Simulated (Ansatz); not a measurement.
# C₃H₅B: basis-set convergence

One table from this session's results is given with a row withheld; the runs are named, their logs left out.

Computed with Ansatz 0.2.0, Gaussian basis. Level: one geometry, several basis sets.

Levels to be run: PBE0-D4/def2-SVP; ωB97M-V/def2-SVP; PBE0-D4/def2-QZVPP; ωB97M-V/def2-QZVPP; the functionals' def2-TZVPP values are taken from earlier runs.

### The geometry

The geometry comes from an earlier relaxation with PBE0-D4 in a triple-zeta def2 set; it is a stationary point, not always the lowest conformer.

9 atoms, charge 0, spin multiplicity 1.

Atoms are counted from 1 here; the program's logs count them from 0.

Bond lengths: B1–C2 1.484 Å, B1–H5 1.195 Å, B1–H6 1.195 Å, C2–C3 1.283 Å, C2–C4 1.638 Å, C3–C4 1.497 Å, C3–H7 1.073 Å, C4–H8 1.087 Å, C4–H9 1.087 Å. Angles: C2–B1–H5 118.9°, C2–B1–H6 118.9°, H5–B1–H6 121.3°, B1–C2–C3 136.6°, B1–C2–C4 76.4°, C3–C2–C4 60.2°, C2–C3–C4 71.7°, C2–C3–H7 147.5°, C4–C3–H7 140.8°, C2–C4–C3 48.1°, C2–C4–H8 119.5°, C2–C4–H9 119.6°, C3–C4–H8 117.5°, C3–C4–H9 117.5°, H8–C4–H9 116.8°.

The first run:

Input file in.yaml:

```yaml
crystal:
  periodic: [false, false, false]
  atoms:
    - {symbol: B, position_ang: [-0.589797, 0.992045, -0.562771]}
    - {symbol: C, position_ang: [0.742728, 0.339053, -0.535385]}
    - {symbol: C, position_ang: [1.276595, -0.666558, 0.055855]}
    - {symbol: C, position_ang: [-0.151665, -0.566915, 0.494728]}
    - {symbol: H, position_ang: [-1.360472, 0.695916, -1.427019]}
    - {symbol: H, position_ang: [-0.789056, 1.928297, 0.152964]}
    - {symbol: H, position_ang: [2.153310, -1.266375, 0.206586]}
    - {symbol: H, position_ang: [-0.850600, -1.298442, 0.096883]}
    - {symbol: H, position_ang: [-0.342644, -0.203121, 1.501260]}
basis:
  gaussian: {orbitals: def2-SVP}
hamiltonian: {xc: pbe0, dispersion: d4}
output: {orbitals: {seedname: orbitals}}
```

Command:

```
$ ansatz run in.yaml --threads 2 --pin off --events-out ev --progress --plain --max-ram 4352MiB
```

Among the steps run: PBE0-D4 in def2-SVP; ωB97M-V in def2-SVP; PBE0-D4 in def2-QZVPP; ωB97M-V in def2-QZVPP.

One table of the session follows, with a row left open; its other results are not shown here.

It belongs to the step «Functionals by basis». 

```
functional       basis  HOMO (eV)  LUMO (eV)
   PBE0-D4    def2-SVP          ?          ?
   PBE0-D4  def2-TZVPP      -7.83      -0.06
   PBE0-D4  def2-QZVPP      -7.84      -0.13
   ωB97M-V    def2-SVP     -10.04       2.29
   ωB97M-V  def2-TZVPP     -10.06       2.06
   ωB97M-V  def2-QZVPP     -10.07       1.78
```

**Question.** Estimate the row for PBE0-D4, def2-SVP.

The run gave: HOMO (eV): -7.83; LUMO (eV): 0.06.
